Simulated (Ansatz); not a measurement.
# HfCl+ (triplet): wave-function methods side by side, def2-SVP

One table from this session's results is given with a row withheld; the runs are named, their logs left out.

Computed with Ansatz 0.2.0, Gaussian basis. Level: def2-SVP, core rule «outside noble gas», up to 9 orbitals frozen.

The runs, in order: UHF; CCSD(T) on ROHF; CCSD(T) on UHF; CISD as a restricted active space (open shells left free, so some higher excitations enter); CCSDT(Q) on ROHF; CCSDT(Q) on UHF.

18 further runs of the same task are left out: 7 for a known fault of the program, 4 that didn't finish, 7 set aside as unsound or not needed. Runs told in other sessions of the task aren't counted.

## What is computed

The geometry is a PBE0/def2-TZVP stationary point (not a proven minimum). No spin-orbit coupling is included. Elements past krypton take def2 core potentials.

2 atoms, charge 1, spin multiplicity 3.

Atoms are counted from 1 here; the program's logs count them from 0.

Bond lengths: Hf1–Cl2 2.226 Å.

The first run:

The input, in.yaml:

```yaml
crystal:
  periodic: [false, false, false]
  atoms:
    - {symbol: Hf, position_ang: [0.000000, 0.000000, 0.000000]}
    - {symbol: Cl, position_ang: [0.000000, 0.000000, 2.226400]}
basis:
  gaussian: {orbitals: def2-SVP}
total_charge: 1
magnetization: {spin_polarized: true, initial_magnetization: 2}
hamiltonian: {xc: hf}
output: {orbitals: {seedname: orbitals}}
```

On the command line:

```
> ansatz run in.yaml --threads 1 --pin off --events-out ev --progress --plain --max-ram 2393MiB
```

Among the steps run: UHF; CCSD(T) on ROHF; CCSD(T) on UHF; CISD as a restricted active space (open shells left free, so some higher excitations enter); CCSDT(Q) on ROHF; CCSDT(Q) on UHF.

One of the session's tables, all rows but one given; the rest of the session is left out.

It belongs to the step «Misses and costs». 

```
   method  from RCCSDT(Q) (meV)
     ROHF               +5103.0
      UHF               +5018.4
     RMP2                +566.7
     UMP2                +494.8
    RCCSD                +190.2
    UCCSD                +124.2
 RCCSD(T)                 +21.5
 UCCSD(T)                     ?
   RCCSDT                  +7.5
   UCCSDT                 -57.6
RCCSDT(Q)                     0
UCCSDT(Q)                 -71.4
```

Q: Estimate the row for UCCSD(T) from the others.

**Answer.** from RCCSDT(Q) (meV): -43.8. In the column «from RCCSDT(Q) (meV)» it lies between UCCSDT (-57.6) and RCCSDT(Q) (0).

Not comparable, so not listed: CISD as a restricted active space (open shells left free, so some higher excitations enter) (they don't share determinant, frozen orbitals or solution with the rows shown, or repeat one).

Limits of these values: Restricted and unrestricted rows rest on different reference determinants; a gap between their highest levels can come from leftover correlation error, from unlike frozen cores or from another state.
